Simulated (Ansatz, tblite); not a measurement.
**The cluster Te₂Se₃: one state, many levels**

How do method and basis change the picture of the cluster Te₂Se₃ (singlet)?

Method: as each input shows; program: Ansatz 0.2.0, Gaussian basis.

The runs, in order: GFN1-xTB, GFN2-xTB, PBE-D4/def2-TZVP, r2SCAN-D4/def2-TZVP, ωB97M-V/def2-TZVP, LC-ωPBE/def2-TZVP, PBE-QIDH/def2-TZVP, PBE+10HF/def2-SVP, PBE+15HF/def2-SVP, PBE+40HF/def2-SVP, PBE-D4/def2-SVP, PBE0-D4/def2-SVP, PBE0-D4/def2-TZVPD, PBE-D4/def2-TZVPD, r2SCAN-D4/def2-TZVPD, CCSD(T)/def2-SVP, MP2/def2-TZVP, RPA/def2-TZVP.

6 further runs of the same task are left out: 1 that didn't finish, 5 set aside as unsound or not needed.

## Step 1: The structure

The singlet was relaxed beforehand with PBE-D4/def2-SVP. At that level it is the lowest of the isomers that a small search found.

5 atoms, charge 0, spin multiplicity 1.

Bond lengths: Se1–Se2 2.534 Å, Se1–Te4 2.495 Å, Se2–Te5 2.495 Å, Se3–Te4 2.603 Å, Se3–Te5 2.603 Å. Angles: Se2–Se1–Te4 102.1°, Se1–Se2–Te5 102.1°, Te4–Se3–Te5 87.0°, Se1–Te4–Se3 97.2°, Se2–Te5–Se3 97.2°.

Te takes a core potential in the def2 sets. No spin-orbit coupling is included.

PBE0-D4/def2-TZVP was run before; its log isn't repeated, and its numbers join the tables.

## Step 2: GFN1-xTB

Tight binding, by tblite at 300 K electronic temperature and without a spin-polarisation term:

```python
tblite.interface.Calculator('GFN1-xTB', numbers, positions, charge=0, uhf=0).singlepoint()
```

Energy -481.1054 eV, HOMO -9.31 eV, LUMO -7.44 eV; 0.02 s.

## Step 3: GFN2-xTB

Tight binding, by tblite at 300 K electronic temperature and without a spin-polarisation term:

```python
tblite.interface.Calculator('GFN2-xTB', numbers, positions, charge=0, uhf=0).singlepoint()
```

Energy -431.0344 eV, HOMO -10.26 eV, LUMO -8.75 eV; 0.043 s.

## Step 4: PBE-D4/def2-TZVP

start.molden holds the orbitals of an earlier run on this state, given as this run's starting guess.

in.yaml

```yaml
crystal:
  periodic: [false, false, false]
  atoms:
    - {symbol: Se, position_ang: [-1.719603, 0.188026, 1.148517]}
    - {symbol: Se, position_ang: [0.678344, 0.548314, 1.884164]}
    - {symbol: Se, position_ang: [0.505193, 0.593070, -1.936361]}
    - {symbol: Te, position_ang: [-1.427139, -0.919117, -1.068444]}
    - {symbol: Te, position_ang: [1.963204, -0.410283, -0.027876]}
basis:
  gaussian: {orbitals: def2-TZVP, initial_orbitals: start.molden}
hamiltonian: {xc: pbe, dispersion: d4}
scf: {omitted_lower_state_checks: [starts]}
output: {forces: true, orbitals: {seedname: orbitals}}
```

Command:

```
$ ansatz run in.yaml --threads 4 --pin off --events-out ev --progress --plain --max-ram 8704MiB
```

Further steps of the session: r2SCAN-D4/def2-TZVP; ωB97M-V/def2-TZVP; LC-ωPBE/def2-TZVP; PBE-QIDH/def2-TZVP; PBE+10HF/def2-SVP; PBE+15HF/def2-SVP; PBE+40HF/def2-SVP; PBE-D4/def2-SVP; PBE0-D4/def2-SVP; PBE0-D4/def2-TZVPD; PBE-D4/def2-TZVPD; r2SCAN-D4/def2-TZVPD; CCSD(T)/def2-SVP; MP2/def2-TZVP; RPA/def2-TZVP.

Q: Predict the results of all the runs planned. Wanted: gap in def2-TZVP, named functionals, smallest and largest; gap over the share of exact exchange; correlation energy, CCSD(T)/def2-SVP; correlation energy, MP2/def2-TZVP; binding an atom, CCSD(T)/def2-SVP; PBE0 total energy, smallest basis above largest.

**Answer**, as computed:

| quantity | value |
| --- | --- |
| gap in def2-TZVP, named functionals, smallest and largest | 1.61 eV (PBE-D4), 7.38 eV (LC-ωPBE) |
| gap over the share of exact exchange | 1.59 eV at 0, 4.12 eV at 0.4 |
| correlation energy, CCSD(T)/def2-SVP | -26.69 eV |
| correlation energy, MP2/def2-TZVP | -46.99 eV |
| binding an atom, CCSD(T)/def2-SVP | 1.663 eV |
| PBE0 total energy, smallest basis above largest | 24.86 eV (def2-SVP, def2-TZVPD) |

What this shows: Over the named functionals in def2-TZVP the gap runs from 1.61 eV (PBE-D4) to 7.38 eV (LC-ωPBE); exact exchange widens it. Raising the share of exact exchange from 0 to 0.4 moves the HOMO by -1.64 eV and the LUMO by +0.88 eV. The functionals in def2-TZVP miss CCSD(T)/def2-SVP by +0.173 (LC-ωPBE) to +0.791 eV (PBE-D4) an atom. The yardstick is in a double-zeta basis, so levels in larger sets aren't compared like for like. CCSD(T)/def2-SVP isn't at the basis-set limit; small misses against it rank nothing.
